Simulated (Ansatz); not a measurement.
**C4H13AlO: basis-set convergence**

One table from this session's results is given with a row withheld; the runs are named, their logs left out.

Method: one geometry, several basis sets; program: Ansatz 0.2.0, Gaussian basis.

Plan: PBE0-D4/def2-SVP; ωB97M-V/def2-SVP; PBE0-D4/def2-QZVPP; ωB97M-V/def2-QZVPP; the functionals' def2-TZVPP values are taken from earlier runs.

1 further run of the same task is left out (it didn't finish).

### The relaxed structure

An earlier PBE0-D4 in a triple-zeta def2 set relaxation fixed the geometry.

19 atoms, charge 0, spin multiplicity 1.

Atoms are counted from 1 here; the program's logs count them from 0.

Bond lengths: C1–O2 1.422 Å, C1–H7 1.093 Å, C1–H8 1.094 Å, C1–H9 1.088 Å, O2–C3 1.423 Å, O2–Al4 2.005 Å, C3–H10 1.088 Å, C3–H11 1.094 Å, C3–H12 1.093 Å, Al4–C5 1.976 Å, Al4–C6 1.973 Å, Al4–H13 1.608 Å, C5–H14 1.096 Å, C5–H15 1.096 Å, C5–H16 1.096 Å, C6–H17 1.095 Å, C6–H18 1.096 Å, C6–H19 1.096 Å. Angles: O2–C1–H7 109.4°, O2–C1–H8 110.4°, O2–C1–H9 107.2°, H7–C1–H8 110.0°, H7–C1–H9 109.9°, H8–C1–H9 110.0°, C1–O2–C3 113.2°, C1–O2–Al4 118.6°, C3–O2–Al4 117.5°, O2–C3–H10 106.7°, O2–C3–H11 110.3°, O2–C3–H12 109.3°, H10–C3–H11 110.1°, H10–C3–H12 110.3°, H11–C3–H12 110.0°, O2–Al4–C5 101.0°, O2–Al4–C6 101.1°, O2–Al4–H13 96.1° and more.

Set-up of the first run:

in.yaml reads:

```yaml
crystal:
  periodic: [false, false, false]
  atoms:
    - {symbol: C, position_ang: [0.326342, -1.575744, 0.843181]}
    - {symbol: O, position_ang: [0.922332, -0.423481, 0.260484]}
    - {symbol: C, position_ang: [1.953163, -0.736091, -0.669702]}
    - {symbol: Al, position_ang: [-0.241127, 1.158374, -0.145764]}
    - {symbol: C, position_ang: [-1.340469, 0.446190, -1.625182]}
    - {symbol: C, position_ang: [-1.118693, 1.441636, 1.598149]}
    - {symbol: H, position_ang: [1.092349, -2.156697, 1.362375]}
    - {symbol: H, position_ang: [-0.149734, -2.188736, 0.072460]}
    - {symbol: H, position_ang: [-0.419498, -1.226620, 1.554112]}
    - {symbol: H, position_ang: [2.334144, 0.211483, -1.045583]}
    - {symbol: H, position_ang: [1.552423, -1.333234, -1.493889]}
    - {symbol: H, position_ang: [2.746022, -1.287610, -0.158685]}
    - {symbol: H, position_ang: [0.955325, 2.151320, -0.556271]}
    - {symbol: H, position_ang: [-0.745634, 0.128217, -2.488660]}
    - {symbol: H, position_ang: [-1.963542, -0.403775, -1.323647]}
    - {symbol: H, position_ang: [-2.029334, 1.214393, -1.994793]}
    - {symbol: H, position_ang: [-0.410469, 1.429078, 2.433781]}
    - {symbol: H, position_ang: [-1.910843, 0.717937, 1.819419]}
    - {symbol: H, position_ang: [-1.594458, 2.429060, 1.614617]}
basis:
  gaussian: {orbitals: def2-SVP}
hamiltonian: {xc: pbe0, dispersion: d4}
output: {orbitals: {seedname: orbitals}}
```

On the command line:

```console
$ ansatz run in.yaml --threads 4 --pin off --events-out ev --progress --plain --max-ram 11315MiB
```

Among the steps run: PBE0-D4 in def2-SVP; ωB97M-V in def2-SVP; PBE0-D4 in def2-QZVPP; ωB97M-V in def2-QZVPP.

One table of the session follows, with a row left open; its other results are not shown here.

It belongs to the step «Density functionals: the series». 

```
functional       basis  HOMO (eV)  LUMO (eV)
   PBE0-D4    def2-SVP      -6.83       1.04
   PBE0-D4  def2-TZVPP      -6.90       0.64
   PBE0-D4  def2-QZVPP      -6.91       0.26
   ωB97M-V    def2-SVP      -9.07       2.72
   ωB97M-V  def2-TZVPP          ?          ?
   ωB97M-V  def2-QZVPP      -9.17       1.36
```

**Question.** Estimate the row for ωB97M-V, def2-TZVPP.

As computed: HOMO (eV): -9.16; LUMO (eV): 2.11. In the column «HOMO (eV)» it lies between ωB97M-V, def2-QZVPP (-9.17) and ωB97M-V, def2-SVP (-9.07).
